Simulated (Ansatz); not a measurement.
# OTa: the cost of one run

Method: the levels named in each step, in Ansatz 0.2.0.

## 1. The starting structure

Bond lengths: O1–Ta2 1.720 Å.

Structure file:

```xyz
2

O     0.0000    0.0000    0.0000
Ta    0.0000    0.0000    1.7202
```

## 2. A rough first relaxation, PBE-D4/def2-SVP

This run stands in another session on the same molecule. It ended at:

```xyz
2

O     0.0000    0.0000    0.0084
Ta    0.0000    0.0000    1.7118
```

## 3. Relaxation, PBE0-D4/def2-TZVPP

This run stands in another session on the same molecule. It ended at:

```xyz
2

O     0.0000    0.0000    0.0198
Ta    0.0000    0.0000    1.7004
```

## 4. Frequencies, PBE0-D4/def2-TZVPP

input.yaml reads:

```yaml
crystal:
  periodic: [false, false, false]
  atoms:
    - { symbol: O, position_ang: [0.0, 0.0, 0.01982504] }
    - { symbol: Ta, position_ang: [0.0, 0.0, 1.70036496] }
magnetization:
  spin_polarized: true
  initial_magnetization: 1
basis:
  gaussian: { orbitals: def2-TZVPP }
hamiltonian:
  xc: pbe0
  dispersion: d4
phonons: {}
```

The run is started by

```bash
ansatz run input.yaml --threads 2 --pin off --max-ram 5120MiB --backend cpu --events-out ev --progress --plain --runs-dir out
```

What time and memory should one allow on 2 threads of Intel Xeon at 2.50GHz (Skylake/Cascade Lake), shared host?

About 59 s, with a peak of 0.19 GiB.
